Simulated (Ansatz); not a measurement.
# KNaICl: energy over two strains

How does the energy of KNaICl (P4/mmm, No. 123; 4 atoms in the cell) change over two coordinates at once? A grid of runs gives the map.

Program: Ansatz 0.2.0. Level of theory: DFT LDA, scalar-relativistic, plane waves, PAW. These are calculated values, not measurements.

**1. The structure to begin with**

It takes space group P4/mmm (No. 123, tetragonal). Conventional cell: a = 4.320 Å, b = 4.320 Å, c = 6.499 Å, α = 90.00°, β = 90.00°, γ = 90.00°. K (site symmetry 4/mmm) is surrounded by 4 Cl at 3.06 Å and 2 I at 3.25 Å. Na (site symmetry 4/mmm) has 4 I at 3.06 Å and 2 Cl at 3.25 Å as nearest neighbours. I (site symmetry 4/mmm) is surrounded by 4 Na at 3.06 Å and 2 K at 3.25 Å. Around Cl (site symmetry 4/mmm) lie 4 K at 3.06 Å and 2 Na at 3.25 Å.

Coordinates:

```cif
data_structure
_symmetry_space_group_name_H-M 'P4/mmm'
_symmetry_Int_Tables_number 123
_cell_length_a 4.3204
_cell_length_b 4.3204
_cell_length_c 6.4994
_cell_angle_alpha 90.000
_cell_angle_beta 90.000
_cell_angle_gamma 90.000
_cell_volume 121.32
loop_
_atom_site_label
_atom_site_type_symbol
_atom_site_symmetry_multiplicity
_atom_site_Wyckoff_symbol
_atom_site_fract_x
_atom_site_fract_y
_atom_site_fract_z
_atom_site_occupancy
K1 K 1 d 0.50000 0.50000 0.50000 1
Na1 Na 1 a 0.00000 0.00000 0.00000 1
I1 I 1 c 0.50000 0.50000 0.00000 1
Cl1 Cl 1 b 0.00000 0.00000 0.50000 1
```

It goes back to an entry of the Materials Project, which need not be the stable form.

This cell was relaxed beforehand with the same method: volume 30.33 Å³/atom, gap on the mesh 4.00 eV.

**2. Plan of the scan**

The energy is mapped over two homogeneous strains (x along [1 0 0], y along [0 1 0], z along [0 0 1] of the conventional cell).

- strain +e along x and -e along y: 7 values from −11.0 to 11.0 %
- strain +e along z and -e/2 along x and y: 7 values from −11.0 to 11.0 %

Nothing else is relaxed (symmetry fixes all fractional coordinates). Energies count from the relaxed crystal. Points are written as (first, second).

**3. Point (0.0 %, −11.0 %)**

Input file input.yaml:

```yaml
crystal:
  lattice:
    - [4.5580725208, 0.0, 0.0]
    - [0.0, 4.5580725208, 0.0]
    - [0.0, 0.0, 5.7844871266]
  atoms:
    - { symbol: K, position: [0.5, 0.5, 0.5] }
    - { symbol: Na, position: [0.0, 0.0, 0.0] }
    - { symbol: I, position: [0.5, 0.5, 0.0] }
    - { symbol: Cl, position: [0.0, 0.0, 0.5] }
basis:
  ecutwfc: 520.0
kpoints:
  mp_grid: { grid: [6, 6, 4] }
hamiltonian:
  xc: lda
  pseudopotentials: { kind: paw }
scf:
  occupations: { method: gaussian, width: 0.05 }
output:
  forces: true
  stress: true
  eigenvalues: true
```

The run is started by

```sh
$ ansatz run input.yaml --threads 1 --pin off --max-ram 2048MiB --backend cpu --events-out ev --progress --plain --runs-dir out
```

Further runs follow: the other points that were computed.

**Question.** What will these runs give? Wanted: lowest point; highest computed point; pressure; band gap on the k-mesh.

As calculated:

| quantity | value |
| --- | --- |
| lowest point | (0.0 %, 0.0 %), 0 meV/atom |
| highest computed point | (−11.0 %, 11.0 %), 132 meV/atom above the lowest |
| pressure (GPa) | 0.00 at (0.0 %, 0.0 %) to 2.54 at (−11.0 %, 11.0 %); 0.00 at the lowest point |
| band gap on the k-mesh (eV) | 2.48 at (−11.0 %, 11.0 %) to 4.00 at (0.0 %, 0.0 %); 4.00 at the lowest point |
| time for all points | 9.8 min on 1 thread, shared host |

What this shows: The lowest computed point is at (0.0 %, 0.0 %), which is the relaxed crystal itself. No other kind of well shows on this grid. The highest computed point, (−11.0 %, 11.0 %), lies 132 meV/atom above the lowest. Round the minimum the two coordinates are nearly uncoupled. The curvatures of the interpolated surface at the minimum, over the volume, give stiffnesses of about 34 and 63 GPa for the two patterns (per unit amplitude as drawn, so not the usual moduli); on a grid this wide they are rough. These runs have no spin-orbit coupling; with I it would split and shift bands.

These are semilocal Kohn-Sham gaps, which aren't the measured quantity. Such gaps usually fall short of the measured ones; spin-orbit coupling, left out here, narrows gaps with I, so the two errors partly cancel.
